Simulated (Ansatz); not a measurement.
What does this script print? It uses the Ansatz DFT code, driven from Python.

Contents of `c3h2f4.yaml`:
```yaml
crystal:
  periodic: [false, false, false]
  atoms:
    - { symbol: F, position_ang: [-2.2052, 0.6228, 1.228] }
    - { symbol: C, position_ang: [-1.0017, 0.7238, 0.6498] }
    - { symbol: F, position_ang: [-0.3484, 1.9252, 0.611] }
    - { symbol: C, position_ang: [-0.4878, -0.3316, 0.0654] }
    - { symbol: C, position_ang: [0.8623, -0.386, -0.5573] }
    - { symbol: F, position_ang: [1.5947, -1.4817, -0.1184] }
    - { symbol: F, position_ang: [1.6515, 0.7305, -0.2913] }
    - { symbol: H, position_ang: [-0.9676, -1.2676, 0.1255] }
    - { symbol: H, position_ang: [0.7762, -0.4779, -1.6439] }
basis:
  gaussian: { orbitals: def2-SVP }
hamiltonian:
  xc: { name: wB97X-V }
output:
  forces: true
```

The script, `deck_c3h2f4.py`:
```python
"""C3H2F4 through the session interface."""

import ansatz
import numpy as np

session = ansatz.Session.from_deck("c3h2f4.yaml")
summary = session.plan(threads=1).execute().report

for key in ("converged", "free_energy_ev", "reference_energy_ev", "n_frozen", "n_occupied", "n_virtual"):
    print(f"{key:22s} {summary[key]}")
symbols = ["F", "C", "F", "C", "C", "F", "F", "H", "H"]

forces = np.array(summary["forces_ev_ang"])
print("largest force", round(float(np.linalg.norm(forces, axis=1).max()), 4), "eV/A, rms", round(float(np.sqrt((forces ** 2).mean())), 4))
charges = summary["charge_distribution"]
print("dipole moment", round(4.803205 * float(np.linalg.norm(charges["dipole_moment_e_ang"])), 3), "D")
print("Mulliken:", [(s, round(q, 3)) for s, q in zip(symbols, charges["mulliken_charges_e"])])
```

Running `python deck_c3h2f4.py` prints:
```text
converged              True
free_energy_ev         -13994.36771429553
reference_energy_ev    -13994.36771429553
n_frozen               0
n_occupied             [28, 28]
n_virtual              [80, 80]
largest force 3.0115 eV/A, rms 1.0341
dipole moment 2.121 D
Mulliken: [('F', -0.161), ('C', 0.461), ('F', -0.175), ('C', -0.258), ('C', 0.527), ('F', -0.248), ('F', -0.24), ('H', 0.063), ('H', 0.032)]
```

Total energies depend on the basis set; only differences at equal settings carry meaning. The geometry is a force-field or estimated start, not a minimum of this method, and the basis set is short of its limit. Timing: 12 s on 1 thread of AMD EPYC 7B13 (Zen 3), on a shared host, peak memory 0.35 GiB.
